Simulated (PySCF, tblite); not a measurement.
# C4H8SSi2: geometry, infrared bands and NMR shifts

Aim: predict the infrared bands and NMR shifts of C4H8SSi2 (`C1=C[SiH2]SC=C[SiH2]1`).

Computed with tblite 0.8.0 and PySCF 2.14.0, with density-fitted response routines of our own, on a single molecule in the gas phase. Atoms are numbered from 0 throughout.

### 1 The molecule as given

15 atoms, charge 0, multiplicity 1; geometry from: force field or distance geometry start.

Bonds of the start (Å): C0–C1 1.33, C1–Si2 1.84, Si2–S3 2.16, S3–C4 1.71, C4–C5 1.34, C5–Si6 1.82, Si6–C0 1.85, C0–H7 1.08, C1–H8 1.10, Si2–H9 1.47, Si2–H10 1.49, C4–H11 1.09, C5–H12 1.08, Si6–H13 1.48, Si6–H14 1.49.

### 2 Geometry optimisation with GFN2-xTB

What the job is given:

```
{"job": {"kind": "relax", "xc": "GFN2-xTB", "basis": "xTB"}, "charge": 0, "multiplicity": 1}
C     -0.402800    -1.612700    -0.018200
C      0.924500    -1.508100    -0.059200
Si     2.080200    -0.085700     0.099500
S      1.109300     1.563700     1.093100
C     -0.142100     2.052800     0.027500
C     -1.222500     1.331000    -0.319000
Si    -1.725100    -0.340600     0.206000
H     -0.842800    -2.593400    -0.127600
H      1.498000    -2.434300    -0.190000
H      3.265100    -0.485800     0.875500
H      2.490500     0.362600    -1.255800
H     -0.044200     3.053600    -0.390400
H     -1.940500     1.778100    -0.987800
H     -2.893100    -0.750900    -0.605100
H     -2.159000    -0.322300     1.629600
```

The run is started by

```sh
OMP_NUM_THREADS=1 python probes_run.py task.json out
```

The driver reads the jobs from task.json and runs them one after another.

**Question.** This job is followed by: GFN2-xTB harmonic vibrations, gas phase; GIAO PBE0/pcSseg-1 NMR shielding, non-relativistic, gas phase. What will the session give for the following? strongest single infrared mode (GFN2-xTB); zero-point energy (GFN2-xTB); 13C shifts against TMS (PBE0/pcSseg-1); 1H shifts against TMS (PBE0/pcSseg-1, means over atoms taken as alike); 29Si shifts against TMS (PBE0/pcSseg-1); 33S shifts against CS2 (PBE0/pcSseg-1).

The runs gave:

```
                                                              quantity                                   value
                             strongest single infrared mode (GFN2-xTB)                   2211 cm⁻¹, 422 km/mol
                                          zero-point energy (GFN2-xTB)                           61.4 kcal/mol
                                13C shifts against TMS (PBE0/pcSseg-1)          155.8, 152.1, 151.7, 145.6 ppm
1H shifts against TMS (PBE0/pcSseg-1, means over atoms taken as alike)  7.45, 7.25, 7.01, 6.76, 4.98, 4.83 ppm
                               29Si shifts against TMS (PBE0/pcSseg-1)                        -48.6, -65.7 ppm
                                33S shifts against CS2 (PBE0/pcSseg-1)                                 -90 ppm
```

Relaxing lowered the energy by 0.250 eV in 100 steps; the close pair that moved most is C5–Si6, from 1.823 to 1.883 Å. All 39 modes are real, so the xTB geometry is a minimum. The strongest single mode, at 2211 cm⁻¹, moves mainly H13. GFN2-xTB is a fitted tight-binding method: band positions and strengths are rough. Its intensities can rank the bands wrongly. At PBE0/pcSseg-1: The widest tensor belongs to S3: span 430 ppm, with a paramagnetic part of -465 ppm.
